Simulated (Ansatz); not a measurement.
# SiSbH5 (SMILES [SiH3][SbH2]): one structure at several levels

Aim: energy, forces and dipole at a structure displaced at random from a GFN2-xTB minimum, from CCSD(T) and from density functionals.

Computed with Ansatz 0.2.0, Gaussian basis. Level: single points in def2-TZVPP.

Cores are frozen in the correlated methods. Filled d shells of the heavier atoms are correlated. Core potentials replace the inner electrons past krypton, and spin-orbit coupling is left out.

## Step 1: The system as given

7 atoms, charge 0, spin multiplicity 1.

Atoms are counted from 1 here; the program's logs count them from 0.

Bond lengths: Si1–Sb2 2.603 Å, Si1–H3 1.520 Å, Si1–H4 1.336 Å, Si1–H5 1.471 Å, Sb2–H6 1.734 Å, Sb2–H7 1.825 Å. Angles: Sb2–Si1–H3 105.6°, Sb2–Si1–H4 112.6°, Sb2–Si1–H5 109.9°, H3–Si1–H4 120.6°, H3–Si1–H5 110.3°, H4–Si1–H5 97.6°, Si1–Sb2–H6 91.3°, Si1–Sb2–H7 90.5°, H6–Sb2–H7 86.8°.

Coordinates:

```
Si   -0.6293   -0.5756   -0.4049
Sb    1.1771    0.1445    1.3261
H    -1.9008   -0.7936    0.3994
H    -0.1872   -1.5140   -1.2468
H    -0.8285    0.4944   -1.3945
H     0.4889    1.7313    1.4448
H     2.2218    0.8075   -0.0151
```

## Step 2: CCSD(T)/def2-TZVPP

Contents of run/in.yaml:

```yaml
crystal:
  periodic: [false, false, false]
  atoms:
    - {symbol: Si, position_ang: [-0.629300, -0.575600, -0.404900]}
    - {symbol: Sb, position_ang: [1.177100, 0.144500, 1.326100]}
    - {symbol: H, position_ang: [-1.900800, -0.793600, 0.399400]}
    - {symbol: H, position_ang: [-0.187200, -1.514000, -1.246800]}
    - {symbol: H, position_ang: [-0.828500, 0.494400, -1.394500]}
    - {symbol: H, position_ang: [0.488900, 1.731300, 1.444800]}
    - {symbol: H, position_ang: [2.221800, 0.807500, -0.015100]}
basis:
  gaussian: {orbitals: def2-TZVPP}
correlation: {method: ccsd_t}
output: {forces: true}
```

On the command line:

```bash
> ansatz run in.yaml --threads 4 --pin off --events-out ev --progress --plain --max-ram 5222MiB
```

## Step 3: PBE0-D4/def2-TZVPP

Edit run/in.yaml of step 2 so:

```diff
@@ -12,3 +12,3 @@
   gaussian: {orbitals: def2-TZVPP}
-correlation: {method: ccsd_t}
-output: {forces: true}
+hamiltonian: {xc: pbe0, dispersion: d4}
+output: {forces: true, orbitals: {seedname: orbitals}}
```

## Step 4: wB97M-V/def2-TZVPP

Edit run/in.yaml of step 3 so:

```diff
@@ -12,3 +12,3 @@
   gaussian: {orbitals: def2-TZVPP}
-hamiltonian: {xc: pbe0, dispersion: d4}
-output: {forces: true, orbitals: {seedname: orbitals}}
+hamiltonian: {xc: {name: wB97M-V}}
+output: {forces: true}
```

## Step 5: r2SCAN-D4/def2-TZVPP

Edit run/in.yaml of step 4 so:

```diff
@@ -12,3 +12,3 @@
   gaussian: {orbitals: def2-TZVPP}
-hamiltonian: {xc: {name: wB97M-V}}
+hamiltonian: {xc: r2scan, dispersion: d4}
 output: {forces: true}
```

## Step 6: PBE-D4/def2-TZVPP

Edit run/in.yaml of step 5 so:

```diff
@@ -12,3 +12,3 @@
   gaussian: {orbitals: def2-TZVPP}
-hamiltonian: {xc: r2scan, dispersion: d4}
+hamiltonian: {xc: pbe, dispersion: d4}
 output: {forces: true}
```

## Step 7: BHLYP-D4/def2-TZVPP

Edit run/in.yaml of step 6 so:

```diff
@@ -12,3 +12,3 @@
   gaussian: {orbitals: def2-TZVPP}
-hamiltonian: {xc: pbe, dispersion: d4}
+hamiltonian: {xc: {name: BHLYP}, dispersion: d4}
 output: {forces: true}
```

## Step 8: B97M-V/def2-TZVPP

Edit run/in.yaml of step 7 so:

```diff
@@ -12,3 +12,3 @@
   gaussian: {orbitals: def2-TZVPP}
-hamiltonian: {xc: {name: BHLYP}, dispersion: d4}
+hamiltonian: {xc: {name: B97M-V}}
 output: {forces: true}
```

(Steps that only read results are left out.)

Q: Predict the outcome of this session. Wanted: energy less free atoms, CCSD(T)/def2-TZVPP; RMS force component; RMS force error; HOMO and LUMO, PBE0-D4; T1 diagnostic.

**Answer**, as computed:

| quantity | value |
| --- | --- |
| energy less free atoms, CCSD(T)/def2-TZVPP | -17.074 eV |
| RMS force component | 1.235 to 1.313 eV/Å over the methods |
| RMS force error | PBE0-D4 0.062, wB97M-V 0.052, r2SCAN-D4 0.069, PBE-D4 0.188, BHLYP-D4 0.086, B97M-V 0.118 eV/Å |
| HOMO and LUMO, PBE0-D4 | -7.22 and -0.63 eV |
| T1 diagnostic | 0.014 |

In words: Against CCSD(T) the functionals' energies less atoms differ by -0.791 to -0.133 eV, PBE-D4 by -0.270 eV. CCSD(T) in triple zeta still lacks some correlation energy of the bonds, so part of these gaps is its own basis error and they don't rank the functionals. For forces wB97M-V does best and PBE-D4 worst. Frozen-core CCSD(T) forces in triple zeta carry basis errors of their own, and this is one geometry, so small gaps rank nothing.
